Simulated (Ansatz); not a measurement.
# BH6NOSiZn: how energies converge with the basis set

An exercise on one series of results from a longer session: the logs are not shown, and one member is left open.

Computed with Ansatz 0.2.0, Gaussian basis. Level: one geometry, several basis sets.

Plan: PBE0-D4/def2-SVP; ωB97M-V/def2-SVP; PBE0-D4/def2-QZVPP; ωB97M-V/def2-QZVPP; the functionals' def2-TZVPP values are taken from earlier runs.

### Structure used throughout

An earlier PBE0-D4 in a triple-zeta def2 set relaxation fixed the geometry.

SMILES `[OH][Zn][NH]B[SiH3]`, 11 atoms, charge 0, spin multiplicity 1.

Atoms are counted from 1 here; the program's logs count them from 0.

Bond lengths: O1–Zn2 1.774 Å, O1–H6 0.959 Å, Zn2–N3 1.847 Å, N3–B4 1.388 Å, N3–H7 1.011 Å, B4–Si5 2.021 Å, B4–H8 1.201 Å, Si5–H9 1.490 Å, Si5–H10 1.490 Å, Si5–H11 1.523 Å. Angles: Zn2–O1–H6 114.5°, O1–Zn2–N3 169.1°, Zn2–N3–B4 121.3°, Zn2–N3–H7 120.8°, B4–N3–H7 117.9°, N3–B4–Si5 114.0°, N3–B4–H8 121.4°, Si5–B4–H8 124.6°, B4–Si5–H9 116.5°, B4–Si5–H10 116.6°, B4–Si5–H11 104.0°, H9–Si5–H10 107.8°, H9–Si5–H11 105.3°, H10–Si5–H11 105.4°.

Set-up of the first run:

in.yaml

```yaml
crystal:
  periodic: [false, false, false]
  atoms:
    - {symbol: O, position_ang: [-2.972068, 0.788367, 0.831810]}
    - {symbol: Zn, position_ang: [-1.385901, 0.860292, 0.040672]}
    - {symbol: N, position_ang: [0.140841, 1.228169, -0.931329]}
    - {symbol: B, position_ang: [1.254222, 0.401043, -0.867333]}
    - {symbol: Si, position_ang: [1.028854, -1.189891, 0.358238]}
    - {symbol: H, position_ang: [-3.091651, 0.037832, 1.416107]}
    - {symbol: H, position_ang: [0.190805, 2.042288, -1.528870]}
    - {symbol: H, position_ang: [2.248181, 0.639439, -1.498622]}
    - {symbol: H, position_ang: [1.053920, -2.533870, -0.284134]}
    - {symbol: H, position_ang: [1.915561, -1.241078, 1.554336]}
    - {symbol: H, position_ang: [-0.382743, -1.032581, 0.909125]}
basis:
  gaussian: {orbitals: def2-SVP}
hamiltonian: {xc: pbe0, dispersion: d4}
output: {orbitals: {seedname: orbitals}}
```

Command:

```bash
$ ansatz run in.yaml --threads 4 --pin off --events-out ev --progress --plain --max-ram 10444MiB
```

Steps of the session up to this table: PBE0-D4 in def2-SVP; ωB97M-V in def2-SVP; PBE0-D4 in def2-QZVPP; ωB97M-V in def2-QZVPP.

One of the session's tables, all rows but one given; the rest of the session is left out.

It belongs to the step «Density functionals: the series». 

| functional | basis | HOMO (eV) |
| --- | --- | --- |
| PBE0-D4 | def2-SVP | -7.68 |
| PBE0-D4 | def2-TZVPP | ? |
| PBE0-D4 | def2-QZVPP | -7.79 |
| ωB97M-V | def2-SVP | -9.79 |
| ωB97M-V | def2-TZVPP | -9.94 |
| ωB97M-V | def2-QZVPP | -9.95 |

**Question.** Estimate the row for PBE0-D4, def2-TZVPP.

The run gave: HOMO (eV): -7.78. In the column «HOMO (eV)» it lies between PBE0-D4, def2-QZVPP (-7.79) and PBE0-D4, def2-SVP (-7.68).
